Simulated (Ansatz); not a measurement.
# CH₆FNOSi: up Jacob's ladder to CCSD(T)

The task here is to estimate one member of a computed series from the others.

Program: Ansatz 0.2.0, Gaussian basis. Level of theory: functionals in def2-TZVPP, the program's frozen cores in correlated methods. These are calculated values, not measurements.

Levels to be run: LDA (SPW92), PBE-D4, revPBE-D4, BLYP-D4, r2SCAN-D4, B97M-V, PBE0-D4, B3LYP-D4, r2SCANh-D4, r2SCAN0-D4, HSE06-D4, BHLYP-D4, CAM-B3LYP-D4, LC-ωPBE, ωB97X-V, ωB97M-V, B2PLYP, PBE-QIDH; CCSD(T)/def2-SVP; CCSD(T)/def2-TZVPP; MP2/def2-QZVPP; extrapolation to the limit; RPA on PBE.

## The geometry

An earlier PBE0-D4 in a triple-zeta def2 set relaxation fixed the geometry.

SMILES `OCN[SiH2]F`, 11 atoms, charge 0, spin multiplicity 1.

Atoms are counted from 1 here; the program's logs count them from 0.

Bond lengths: O1–C2 1.406 Å, O1–H6 0.962 Å, C2–N3 1.437 Å, C2–H7 1.092 Å, C2–H8 1.098 Å, N3–Si4 1.700 Å, N3–H9 1.009 Å, Si4–F5 1.607 Å, Si4–H10 1.480 Å, Si4–H11 1.478 Å. Angles: C2–O1–H6 108.2°, O1–C2–N3 114.1°, O1–C2–H7 104.9°, O1–C2–H8 111.3°, N3–C2–H7 110.6°, N3–C2–H8 107.7°, H7–C2–H8 108.1°, C2–N3–Si4 124.9°, C2–N3–H9 113.3°, Si4–N3–H9 119.3°, N3–Si4–F5 113.3°, N3–Si4–H10 108.6°, N3–Si4–H11 108.4°, F5–Si4–H10 105.2°, F5–Si4–H11 106.9°, H10–Si4–H11 114.6°.

The first run:

Input file in.yaml:

```yaml
crystal:
  periodic: [false, false, false]
  atoms:
    - {symbol: O, position_ang: [-1.116627, -1.020636, 1.488026]}
    - {symbol: C, position_ang: [0.104094, -1.004849, 0.790741]}
    - {symbol: N, position_ang: [0.527435, 0.304361, 0.378061]}
    - {symbol: Si, position_ang: [0.282641, 0.962711, -1.169807]}
    - {symbol: F, position_ang: [-1.243790, 1.379688, -1.449333]}
    - {symbol: H, position_ang: [-1.792373, -0.637301, 0.920272]}
    - {symbol: H, position_ang: [0.828350, -1.442268, 1.481440]}
    - {symbol: H, position_ang: [0.060908, -1.639262, -0.104446]}
    - {symbol: H, position_ang: [0.730919, 0.920780, 1.150931]}
    - {symbol: H, position_ang: [0.591360, -0.074252, -2.179123]}
    - {symbol: H, position_ang: [1.092584, 2.194127, -1.286062]}
basis:
  gaussian: {orbitals: def2-TZVPP}
hamiltonian: {xc: lda}
output: {orbitals: {seedname: orbitals}}
```

Among the steps run: LDA; PBE-D4 (GGA); revPBE-D4 (GGA); BLYP-D4 (GGA); r2SCAN-D4 (meta-GGA); B97M-V (meta-GGA); PBE0-D4 (hybrid); B3LYP-D4 (hybrid); r2SCANh-D4 (hybrid); r2SCAN0-D4 (hybrid); HSE06-D4 (hybrid); BHLYP-D4 (hybrid); CAM-B3LYP-D4 (range-separated); LC-ωPBE (range-separated); ωB97X-V (range-separated); ωB97M-V (range-separated); B2PLYP (double hybrid); PBE-QIDH (double hybrid).

One table of the session follows, with a row left open; its other results are not shown here.

It belongs to the step «Orbital energies across the functionals». 

| functional | HOMO (eV) | LUMO (eV) | gap (eV) |
| --- | --- | --- | --- |
| LDA (SPW92) | -6.51 | -0.54 | 5.97 |
| PBE-D4 | -6.32 | -0.28 | 6.05 |
| revPBE-D4 | -6.25 | -0.16 | 6.10 |
| BLYP-D4 | -6.22 | -0.22 | 6.00 |
| r2SCAN-D4 | -6.63 | 0.21 | 6.84 |
| B97M-V | -6.78 | -0.12 | 6.65 |
| PBE0-D4 | -7.82 | 0.58 | 8.40 |
| B3LYP-D4 | ? | ? | ? |
| r2SCANh-D4 | -7.20 | 0.49 | 7.68 |
| r2SCAN0-D4 | -8.04 | 0.89 | 8.93 |
| HSE06-D4 | -7.42 | 0.21 | 7.62 |
| BHLYP-D4 | -9.23 | 1.31 | 10.54 |
| CAM-B3LYP-D4 | -9.28 | 1.45 | 10.72 |
| LC-ωPBE | -10.66 | 2.72 | 13.38 |
| ωB97X-V | -10.29 | 2.53 | 12.82 |
| ωB97M-V | -10.22 | 2.14 | 12.36 |

**Question.** Estimate the row for B3LYP-D4.

Worked estimate for «HOMO (eV)». Against the share of exact exchange, BLYP-D4 (0, -6.22), BHLYP-D4 (0.5, -9.23) give a slope of -6.02 per unit share; at 0.2 the line stands at -7.42.

As computed: HOMO (eV): -7.58; LUMO (eV): 0.29; gap (eV): 7.87. In «HOMO (eV)» the line misses by +0.16.
